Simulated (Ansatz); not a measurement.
# BCl2H3Si: the cost of one run

Program: Ansatz 0.2.0. Level of theory: RKS PBE-D4/STO-3G. These are calculated values, not measurements.

**1. The structure to begin with**

Bond lengths: Cl1–B2 1.689 Å, B2–Si3 1.983 Å, Si3–Cl4 2.034 Å, B2–H5 1.177 Å, Si3–H6 1.470 Å, Si3–H7 1.467 Å. Angles: Cl1–B2–Si3 120.4°, Cl1–B2–H5 116.1°, Si3–B2–H5 123.5°, B2–Si3–Cl4 109.8°, B2–Si3–H6 114.4°, B2–Si3–H7 115.3°, Cl4–Si3–H6 105.8°, Cl4–Si3–H7 105.1°, H6–Si3–H7 105.6°.

Structure file:

```xyz
7

Cl   -1.7387   -1.6715    0.4247
B    -0.1512   -1.1865    0.1104
Si    0.3078    0.7405    0.0153
Cl   -0.7875    1.6396   -1.4440
H     0.6359   -2.0497   -0.0342
H     0.0280    1.4922    1.2467
H     1.7056    1.0353   -0.3189
```

**2. Preparing the start**

input.yaml

```yaml
crystal:
  periodic: [false, false, false]
  atoms:
    - { symbol: Cl, position_ang: [-1.7387, -1.67148, 0.4247] }
    - { symbol: B, position_ang: [-0.15118, -1.18645, 0.11036] }
    - { symbol: Si, position_ang: [0.30779, 0.74053, 0.01534] }
    - { symbol: Cl, position_ang: [-0.78747, 1.63959, -1.44398] }
    - { symbol: H, position_ang: [0.63591, -2.04971, -0.03421] }
    - { symbol: H, position_ang: [0.02801, 1.49221, 1.24671] }
    - { symbol: H, position_ang: [1.70563, 1.03532, -0.31891] }
basis:
  gaussian: { orbitals: STO-3G }
hamiltonian:
  xc: pbe
  dispersion: d4
relax:
  f_tol: 0.02
  max_steps: 40
scf:
  lower_state_search: "off"
```

Run with:

```
$ ansatz run input.yaml --threads 1 --pin off --max-ram 2048MiB --backend cpu --events-out ev --progress --plain --runs-dir out
```

What time and memory should one allow on 1 thread of Arm Neoverse V2, shared host?

About 25 s, with a peak of 0.11 GiB.
